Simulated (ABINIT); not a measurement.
# Be2Co (Fmmm) in ABINIT: a series of runs

Runs on Be2Co. Level: PBE+U. Tasks: Hubbard U by linear response.

Everything below comes from runs of ABINIT 10.8.3 (patched build). Logs are shortened: lines on timing, memory, paths and dates and some standing lists are left out, and cuts for length are marked. The log counts tension as positive stress, the text compression.

### Step 1. The crystal as given

It takes space group Fmmm (No. 69, orthorhombic). Conventional cell: a = 2.677 Å, b = 3.839 Å, c = 10.665 Å, α = 90.00°, β = 90.00°, γ = 90.00°. Co (site symmetry mmm) has 4 Be at 2.20 Å and 4 Co at 2.34 Å as nearest neighbours. Be (site symmetry mm2) is surrounded by 2 Co at 2.20 Å and 6 Be at 2.27 to 2.34 Å.

The cell comes from a database or a generator and needn't be the stable form of this composition.

### Step 2. Hubbard U by linear response, PBE+U, collinear spin, ferromagnetic start

Contents of run.abi:

```
# Datasets
ndtset 2

# Pseudopotentials
pp_dirpath "./"
pseudos "Co.GGA_PBE-ansatz.xml, Be.GGA_PBE-ansatz.xml"

# Structure
acell 3*1.0
rprim
     0.0000000000     3.6273141784    10.0770458178
     2.5293870795     0.0000000000    10.0770458178
     2.5293870795     3.6273141784     0.0000000000
ntypat 2
znucl 27 4
natom 3
typat 1 2 2
chkprim 0
chksymtnons 0
tolsym 1.0e-6
xred
            0.0            0.0            0.0
   0.6639420000   0.6639420000   0.3360580000
   0.3360580000   0.3360580000   0.6639420000

# Plane-wave basis
ecut 14.0
pawecutdg 28.0
pawxcdev 0
pawovlp 30

# k points
kptopt 2
ngkpt 2 2 2
nshiftk 1
shiftk 0.0 0.0 0.0

# Exchange and correlation
ixc 11

# Bands and occupations
nband 15
occopt 7
tsmear 0.00367493

# Spin
nsppol 2
spinat
     0.0000000000     0.0000000000     2.0000000000
     0.0000000000     0.0000000000     0.0000000000
     0.0000000000     0.0000000000     0.0000000000
nsym 1

# DFT+U
usepawu 1
lpawu 2 -1
upawu 4.0 0.0 eV
jpawu 0.0 0.0 eV
dmatpuopt 2

# SCF cycle
nstep 120
tolvrs 1.0e-9

# Output
prteig 0
prtebands 0
prtden 0
prtwf 0

# Linear response
irdwfk 1
macro_uj 1
pawujat 1
pawujv1 -0.1 eV
pawujv2 0.1 eV
```

Contents of gs.abi:

```
# Pseudopotentials
pp_dirpath "./"
pseudos "Co.GGA_PBE-ansatz.xml, Be.GGA_PBE-ansatz.xml"

# Structure
acell 3*1.0
rprim
     0.0000000000     3.6273141784    10.0770458178
     2.5293870795     0.0000000000    10.0770458178
     2.5293870795     3.6273141784     0.0000000000
ntypat 2
znucl 27 4
natom 3
typat 1 2 2
chkprim 0
chksymtnons 0
tolsym 1.0e-6
xred
            0.0            0.0            0.0
   0.6639420000   0.6639420000   0.3360580000
   0.3360580000   0.3360580000   0.6639420000

# Plane-wave basis
ecut 14.0
pawecutdg 28.0
pawxcdev 0
pawovlp 30

# k points
kptopt 2
ngkpt 2 2 2
nshiftk 1
shiftk 0.0 0.0 0.0

# Exchange and correlation
ixc 11

# Bands and occupations
nband 15
occopt 7
tsmear 0.00367493

# Spin
nsppol 2
spinat
     0.0000000000     0.0000000000     2.0000000000
     0.0000000000     0.0000000000     0.0000000000
     0.0000000000     0.0000000000     0.0000000000
nsym 1

# DFT+U
usepawu 1
lpawu 2 -1
upawu 4.0 0.0 eV
jpawu 0.0 0.0 eV
dmatpuopt 2

# SCF cycle
nstep 120
tolvrs 1.0e-9

# Output
prteig 0
prtebands 0
prtden 0
```

Potentials or basis: Ansatz PAW PBE default generated set, frozen core.

The run is started by

```bash
$ abinit gs.abi > log 2>&1
$ ln -s gso_WFK runi_DS1_WFK
$ ln -s gso_WFK runi_DS2_WFK
$ abinit run.abi > log 2>&1
$ lruj runo_DS1_LRUJ.nc runo_DS2_LRUJ.nc > lruj.log 2>&1
```

run.abo:

```text
[... set-up lines left out ...]
 ETOT  1  -148.60849246761    -1.486E+02 1.618E-06 7.437E-03 2.162E+00 2.162E+00
 ETOT  2  -148.60848615692     6.311E-06 3.329E-07 4.612E-03 2.307E-03 2.164E+00
 ETOT  3  -148.60848351381     2.643E-06 4.839E-07 2.037E-04 7.144E-04 2.163E+00
 ETOT  4  -148.60848329799     2.158E-07 2.273E-07 4.277E-05 1.247E-04 2.163E+00
 ETOT  5  -148.60848333602    -3.803E-08 5.694E-09 6.343E-06 1.349E-04 2.163E+00
 ETOT  6  -148.60848336554    -2.952E-08 2.791E-09 2.424E-06 1.064E-04 2.163E+00
 ETOT  7  -148.60848340127    -3.572E-08 6.588E-09 2.062E-06 1.654E-04 2.163E+00
 ETOT  8  -148.60848341053    -9.263E-09 2.389E-09 4.012E-07 4.499E-05 2.163E+00
 ETOT  9  -148.60848341627    -5.739E-09 3.085E-09 1.941E-07 7.437E-05 2.163E+00
 ETOT 10  -148.60848341682    -5.530E-10 6.540E-10 4.296E-08 6.578E-06 2.163E+00
 ETOT 11  -148.60848341714    -3.154E-10 1.505E-09 3.439E-08 9.238E-06 2.163E+00
 ETOT 12  -148.60848341740    -2.593E-10 4.156E-10 1.799E-08 2.559E-06 2.163E+00
 ETOT 13  -148.60848341751    -1.097E-10 6.802E-10 2.472E-09 8.342E-07 2.163E+00
 ETOT 14  -148.60848341761    -1.025E-10 1.731E-10 8.594E-10 2.583E-06 2.163E+00

 At SCF step   14       nres2   =  8.59E-10 < tolvrs=  1.00E-09 =>converged.

 Cartesian components of stress tensor (hartree/bohr^3)
  sigma(1 1)= -6.72618472E-04  sigma(3 2)= -4.64782505E-06
  sigma(2 2)=  1.63109257E-04  sigma(3 1)=  2.87286028E-05
  sigma(3 3)=  3.08939957E-04  sigma(2 1)=  3.80309001E-05

--- !ResultsGS
iteration_state: {dtset: 1, }
comment   : Summary of ground state results
lattice_vectors:
- [  0.0000000,   3.6273142,  10.0770458, ]
- [  2.5293871,   0.0000000,  10.0770458, ]
- [  2.5293871,   3.6273142,   0.0000000, ]
lattice_lengths: [  10.71001,   10.38964,    4.42213, ]
lattice_angles: [ 81.995,  73.870,  24.134, ] # degrees, (23, 13, 12)
lattice_volume:   1.8491140E+02
convergence: {deltae: -1.025E-10, res2:  8.594E-10, residm:  1.731E-10, diffor: null, }
etotal    :  -1.48608483E+02
entropy   :   0.00000000E+00
fermie    :   2.88445127E-01
cartesian_stress_tensor: # hartree/bohr^3
- [ -6.72618472E-04,   3.80309001E-05,   2.87286028E-05, ]
- [  3.80309001E-05,   1.63109257E-04,  -4.64782505E-06, ]
- [  2.87286028E-05,  -4.64782505E-06,   3.08939957E-04, ]
pressure_GPa:   1.9670E+00
xred      :
- [  0.0000E+00,   0.0000E+00,   0.0000E+00, Co]
- [  6.6394E-01,   6.6394E-01,   3.3606E-01, Be]
- [  3.3606E-01,   3.3606E-01,   6.6394E-01, Be]
cartesian_forces: # hartree/bohr
- [  5.99733930E-08,   2.59772545E-07,   1.48660518E-08, ]
- [ -3.01745481E-05,  -6.01375631E-04,   1.50175605E-02, ]
- [  3.01145747E-05,   6.01115859E-04,  -1.50175753E-02, ]
force_length_stats: {min:   2.67019817E-07, max:   1.50296313E-02, mean:   1.00198417E-02, }
...

 Integrated electronic and magnetization densities in atomic spheres:
 ------------------------------------------------------------------------------------------------------------
 Radius=ratsph(iatom), smearing ratsm=  0.0000. Diff(up-dn)=approximate z local magnetic moment.
    Atom    Radius    up_density   dn_density  Total(up+dn)  Diff(up-dn)
    1 Co   2.62861     9.781159     7.618392     17.399550     2.162767
    2 Be   2.47176     1.156098     1.123728      2.279827     0.032370
    3 Be   2.47176     1.156099     1.123728      2.279827     0.032371
 ------------------------------------------------------------------------------------------------------------
  Sum:                12.093356     9.865848     21.959203     2.227508
 Total magnetization (from the atomic spheres):                2.227508
 Total magnetization (exact up - dn):                          2.249998

 ---------- DFT+U DATA ---------------------------------------------------

 ====== For Atom     1, occupations for correlated orbitals. lpawu =   2

 Atom   1. Occ. for lpawu and for spin  1 =   4.83975
 Atom   1. Occ. for lpawu and for spin  2 =   2.65364
 => On atom   1,  local Mag. for lpawu is       -2.186110

 == Occupation matrix for correlated orbitals:

 Occupation matrix for spin  1
     0.98233    0.00107   -0.00174    0.00019    0.00059
     0.00107    0.97373    0.00113   -0.00054    0.00006
    -0.00174    0.00113    0.96710    0.00054   -0.01085
     0.00019   -0.00054    0.00054    0.93982   -0.00015
     0.00059    0.00006   -0.01085   -0.00015    0.97676

 Occupation matrix for spin  2
     0.56983   -0.04806    0.08445    0.00111   -0.04883
    -0.04806    0.21738   -0.07467    0.06519   -0.01636
     0.08445   -0.07467    0.70389   -0.02079    0.15278
     0.00111    0.06519   -0.02079    0.85456    0.02155
    -0.04883   -0.01636    0.15278    0.02155    0.30798

 ---------- calculate U, (J) start ----------

 All pawujat  ok and equal to   1
 macro_uj=1 and nspden=2: standard determination of Hubbard U-parameter

[... 302 lines left out ...]
 URES       2      8    12.67520     3.79300     3.67643     3.51616
 URES       3     27    13.59300     4.16716     4.03910     3.86301
 URES       4     64    25.35040     4.25963     4.12872     3.94873
 URES       5    125    26.26640     4.29261     4.16069     3.97931
 URES       6    216    38.02550     4.30719     4.17482     3.99282

 ---------- calculate U, (J) end --------------

================================================================================

 ----iterations are completed or convergence reached----

 Mean square residual over all n,k,spin=   26.289E-13; max=  21.322E-11
 reduced coordinates (array xred) for    3 atoms
       0.000000000000      0.000000000000      0.000000000000
       0.663942000000      0.663942000000      0.336058000000
       0.336058000000      0.336058000000      0.663942000000
 rms dE/dt=  1.0543E-01; max dE/dt=  1.5927E-01; dE/dt below (all hartree)
    1       0.000000362329     -0.000000080649      0.000000256799
    2      -0.156993152773     -0.159269551417      0.002225693405
    3       0.156993164717      0.159269975876     -0.002225782694

 cartesian coordinates (angstrom) at end:
    1      0.00000000000000     0.00000000000000     0.00000000000000
    2      1.33849399911585     1.91949199869241     7.08099852421500
    3      1.33849399911585     1.91949199869241     3.58408746855997

 cartesian forces (hartree/bohr) at end:
    1      0.00000004583348    -0.00000008736301     0.00000000787154
    2      0.00001003225675    -0.00062057294134     0.01580267604602
    3     -0.00001007809023     0.00062066030435    -0.01580268391756
 frms,max,avg= 7.4551989E-03 1.5802684E-02  -9.030E-09 -9.096E-09 -9.106E-09 h/b

 cartesian forces (eV/Angstrom) at end:
    1      0.00000235685238    -0.00000449238653     0.00000040477086
    2      0.00051587938404    -0.03191114368512     0.81260627449598
    3     -0.00051823623641     0.03191563607165    -0.81260667926684
 frms,max,avg= 3.8336174E-01 8.1260668E-01  -4.644E-07 -4.678E-07 -4.683E-07 e/A
 length scales=  1.000000000000  1.000000000000  1.000000000000 bohr
              =  0.529177210544  0.529177210544  0.529177210544 angstroms
 Fermi (or HOMO) energy (hartree) =   0.29195   Average Vxc (hartree)=  -0.42723
 Magnetization (Bohr magneton)=  2.25000000E+00
 Total spin up =  1.16250000E+01   Total spin down =  9.37500000E+00
 Eigenvalues (hartree) for nkpt=   8  k points, SPIN UP:
 kpt#   1, nband= 15, wtk=  0.12500, kpt=  0.0000  0.0000  0.0000 (reduced coord)
  -3.27361   -1.93438   -1.91456   -1.90459   -0.06706    0.03102    0.06205    0.11470
   0.11943    0.13579    0.14181    0.16520    0.63577    0.69182    0.76911
      occupation numbers for kpt#   1
   1.00000    1.00000    1.00000    1.00000    1.00000    1.00000    1.00000    1.00000
   1.00000    1.00000    1.00000    1.00000    0.00000    0.00000    0.00000
 prteigrs : prtvol=0 or 1, do not print more k-points.

 Eigenvalues (hartree) for nkpt=   8  k points, SPIN DOWN:
 kpt#   1, nband= 15, wtk=  0.12500, kpt=  0.0000  0.0000  0.0000 (reduced coord)
  -3.17511   -1.82478   -1.82105   -1.81823   -0.06169    0.06985    0.11225    0.18615
   0.20588    0.23259    0.33754    0.37114    0.64142    0.72393    0.77402
      occupation numbers for kpt#   1
   1.00000    1.00000    1.00000    1.00000    1.00000    1.00000    1.00000    1.00000
   1.00000    1.00000    0.00000    0.00000    0.00000    0.00000    0.00000
 prteigrs : prtvol=0 or 1, do not print more k-points.

--- !EnergyTerms
iteration_state     : {dtset: 2, }
comment             : Components of total free energy in Hartree
kinetic             :  1.81202376708981E+01
hartree             :  7.80863406297662E+01
xc                  : -7.29353737212327E+00
Ewald energy        : -6.40582957081299E+01
psp_core            :  2.73443246333720E+00
local_psp           : -1.79735048844225E+02
PAW spherical_terms :  3.56494221311233E+00
internal            : -1.48580928947364E+02
'-kT*entropy'       : -1.65365878676728E-05
total_energy        : -1.48580945483952E+02
total_energy_eV     : -4.04309349635687E+03
...

--- !EnergyTermsDC
iteration_state     : {dtset: 2, }
comment             : '"Double-counting" decomposition of free energy'
band_energy         : -1.58142084936542E+01
Ewald energy        : -6.40582957081299E+01
psp_core            :  2.73443246333720E+00
xc_dc               : -7.63140312246198E+01
PAW spherical_terms :  4.89864869092520E+00
internal            : -1.48553454272141E+02
'-kT*entropy'       : -1.65365878676728E-05
total_energy_dc     : -1.48553470808729E+02
total_energy_dc_eV  : -4.04234587235740E+03
...

--- !EnergyTermsWithPAWCore
iteration_state     : {dtset: 2, }
comment             : 'Components of total free energy, including PAW core contributions'
Total energy        : -1.41198186241344E+03
Total energy DC     : -1.41195438773822E+03
Total energy (eV)   : -3.84219838304517E+04
Total energy DC (eV): -3.84212362064522E+04
...

 Cartesian components of stress tensor (hartree/bohr^3)
  sigma(1 1)= -7.19177115E-04  sigma(3 2)= -5.75989097E-06
  sigma(2 2)=  1.02407178E-04  sigma(3 1)=  2.93981521E-05
  sigma(3 3)=  2.85464444E-04  sigma(2 1)=  4.04929234E-05

-Cartesian components of stress tensor (GPa)         [Pressure=  3.2491E+00 GPa]
- sigma(1 1)= -2.11589212E+01  sigma(3 2)= -1.69461843E-01
- sigma(2 2)=  3.01292321E+00  sigma(3 1)=  8.64923496E-01
- sigma(3 3)=  8.39865391E+00  sigma(2 1)=  1.19134294E+00

== END DATASET(S) ==============================================================
================================================================================

 -outvars: echo values of variables after computation  --------
            acell      1.0000000000E+00  1.0000000000E+00  1.0000000000E+00 Bohr
           etotal1    -1.4860848342E+02
           etotal2    -1.4855347081E+02
            fcart1     5.9973392956E-08  2.5977254529E-07  1.4866051813E-08
                      -3.0174548110E-05 -6.0137563137E-04  1.5017560483E-02
                       3.0114574717E-05  6.0111585882E-04 -1.5017575349E-02
            fcart2     4.5833481477E-08 -8.7363008601E-08  7.8715399885E-09
                       1.0032256753E-05 -6.2057294134E-04  1.5802676046E-02
                      -1.0078090234E-05  6.2066030435E-04 -1.5802683918E-02
            rprim      0.0000000000E+00  3.6273141784E+00  1.0077045818E+01
                       2.5293870795E+00  0.0000000000E+00  1.0077045818E+01
                       2.5293870795E+00  3.6273141784E+00  0.0000000000E+00
           strten1    -6.7261847171E-04  1.6310925727E-04  3.0893995721E-04
                      -4.6478250500E-06  2.8728602779E-05  3.8030900080E-05
           strten2    -7.1917711477E-04  1.0240717840E-04  2.8546444432E-04
                      -5.7598909653E-06  2.9398152089E-05  4.0492923354E-05
           xangst      0.0000000000E+00  0.0000000000E+00  0.0000000000E+00
                       1.3384939991E+00  1.9194919987E+00  7.0809985242E+00
                       1.3384939991E+00  1.9194919987E+00  3.5840874686E+00
             xred      0.0000000000E+00  0.0000000000E+00  0.0000000000E+00
                       6.6394200000E-01  6.6394200000E-01  3.3605800000E-01
                       3.3605800000E-01  3.3605800000E-01  6.6394200000E-01
 Calculation completed.
```

It took 3.3 min on 1 thread of Arm Neoverse V1, shared host; peak memory 0.37 GiB.

The run converged, but some of its settings lie outside the range that counts as converged (typed here: k = 2 × 2 × 2), so its numbers aren't taken as properties of the crystal.

What came out:

- Free energy: -4043.0939 eV
- Largest force: 0.793 eV/Å
- Band gap on the k mesh: none (metal or under the smearing width)
- Net moment: 2.25 μB per cell
- Site moments: Co +2.17; Be +0.03 μB
- Hubbard U from linear response: 4.31 eV

Caveat: the k mesh is coarse (spacing up to 1.46 Å⁻¹), so the values aren't converged; the shifted atom has its images in every cell, so this scalar value isn't converged in cell size and belongs to these projectors alone; the cutoff is too short for stress, so the log's stress isn't used; the atomic spheres overlap; the U is typed as a test and isn't derived for this compound.

(Part 1 of 2 ends here.)
